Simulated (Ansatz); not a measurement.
# K2NbHgF6: the cost of one run

Method: DFT PBE, scalar-relativistic, plane waves, PAW, in Ansatz 0.2.0.

## (1) Starting point

The structure is cubic, space group Fm-3m (No. 225). Conventional cell: a = 9.870 Å, b = 9.870 Å, c = 9.870 Å, α = 90.00°, β = 90.00°, γ = 90.00°. K (site symmetry -43m) is surrounded by 12 F at 3.52 Å. Nb (site symmetry m-3m) is surrounded by 6 F at 2.01 Å. Around Hg (site symmetry m-3m) lie 6 F at 2.92 Å. Around F (site symmetry 4mm) lie 1 Nb at 2.01 Å.

Coordinates:

```cif
data_structure
_symmetry_space_group_name_H-M 'P 1'
_symmetry_Int_Tables_number 1
_cell_length_a 6.9790
_cell_length_b 6.9790
_cell_length_c 6.9790
_cell_angle_alpha 60.000
_cell_angle_beta 60.000
_cell_angle_gamma 60.000
_cell_volume 240.36
loop_
_atom_site_label
_atom_site_type_symbol
_atom_site_fract_x
_atom_site_fract_y
_atom_site_fract_z
_atom_site_occupancy
K1 K 0.25000 0.25000 0.25000 1
K2 K 0.75000 0.75000 0.75000 1
Nb1 Nb 0.00000 0.00000 0.00000 1
Hg1 Hg 0.50000 0.50000 0.50000 1
F1 F 0.20366 0.20366 0.79634 1
F2 F 0.20366 0.79634 0.79634 1
F3 F 0.79634 0.79634 0.20366 1
F4 F 0.20366 0.79634 0.20366 1
F5 F 0.79634 0.20366 0.79634 1
F6 F 0.79634 0.20366 0.20366 1
```

The structure comes from the Materials Project (structure only).

## (2) A distortion that keeps the symmetry

The change: strain xx, yy, zz, yz, xz, xy = +1.8, +1.8, +1.8, +0.0, +0.0, +0.0 %; atoms moved by 0.06 Å root mean square, at most 0.08 Å.

The input, input.yaml:

```yaml
crystal:
  lattice:
    - [0.0, 5.0248357348, 5.0248357348]
    - [5.0248357348, 0.0, 5.0248357348]
    - [5.0248357348, 5.0248357348, 0.0]
  atoms:
    - { symbol: K, position: [0.25, 0.25, 0.25] }
    - { symbol: K, position: [0.75, 0.75, 0.75] }
    - { symbol: Nb, position: [0.0, 0.0, 0.0], spin: 1.0 }
    - { symbol: Hg, position: [0.5, 0.5, 0.5] }
    - { symbol: F, position: [0.1958108075, 0.1958108075, 0.8041891925] }
    - { symbol: F, position: [0.1958108075, 0.8041891925, 0.8041891925] }
    - { symbol: F, position: [0.8041891925, 0.8041891925, 0.1958108075] }
    - { symbol: F, position: [0.1958108075, 0.8041891925, 0.1958108075] }
    - { symbol: F, position: [0.8041891925, 0.1958108075, 0.8041891925] }
    - { symbol: F, position: [0.8041891925, 0.1958108075, 0.1958108075] }
basis:
  ecutwfc: 420
kpoints:
  mp_grid: { grid: [6, 6, 6] }
hamiltonian:
  xc: pbe
scf:
  occupations: { method: gaussian, width: 0.1 }
output:
  forces: true
  stress: true
  eigenvalues: true
  populations: true
magnetization:
  spin_polarized: true
```

The run is started by

```console
> ansatz run input.yaml --threads 2 --pin off --max-ram 2662MiB --backend cpu --events-out ev --progress --plain --runs-dir out
```

Q: Estimate wall time and peak memory on 2 threads of an x86-64 CPU, shared host.

About 45 s, with a peak of 0.81 GiB.
